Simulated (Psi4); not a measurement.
**PBE/def2-QZVP (density fitting, core potential, sweep point 5) run of SnSe (SMILES [Se][Sn])**

Aim: a geometry optimisation of SnSe. 

The calculation is run with Psi4 1.11.

2 further runs of the same task are left out: 2 set aside as unsound or not needed.

### 1 The system as given

The species is SnSe (2 atoms), meant as a singlet with charge 0. SMILES: `[Se][Sn]`. Geometry: relaxed at PBE0-D4/def2-TZVP. The run starts from this shape.

Bond lengths: Se1–Sn2 2.325 Å.

### 2 A structure relaxation at PBE/def2-QZVP (density fitting, core potential, sweep point 5)

input.inp

```
memory 1.6 GB

molecule {
  Se     0.00000000     0.00000000     0.01233991
  Sn     0.00000000     0.00000000     4.40648227
  units bohr
  symmetry c1
}

set {
  basis def2-QZVP
  puream true
  scf_type df
  dft_radial_points 99
  dft_spherical_points 590
  g_convergence gau_tight
  geom_maxiter 50
}

energy_value = opt("pbe")
```

Launch:

```bash
$ psi4 input.inp input.out -n 1
```

Q: Predict the results. Wanted: total energy at the end; dipole moment; HOMO energy; LUMO energy; HOMO–LUMO gap; bond length.

**Answer.** As computed:

Level: PBE/def2-QZVP (density fitting, core potential, sweep point 5).

```
               quantity           value
total energy at the end  -2615.61006 Eh
          dipole moment          2.89 D
            HOMO energy        -6.10 eV
            LUMO energy        -3.25 eV
          HOMO–LUMO gap         2.85 eV
            bond length         2.354 Å
```

What this shows: At the final geometry: Bond lengths: Se1–Sn2 2.354 Å. The optimisation took 5 steps and changed the energy by -0.008 eV.
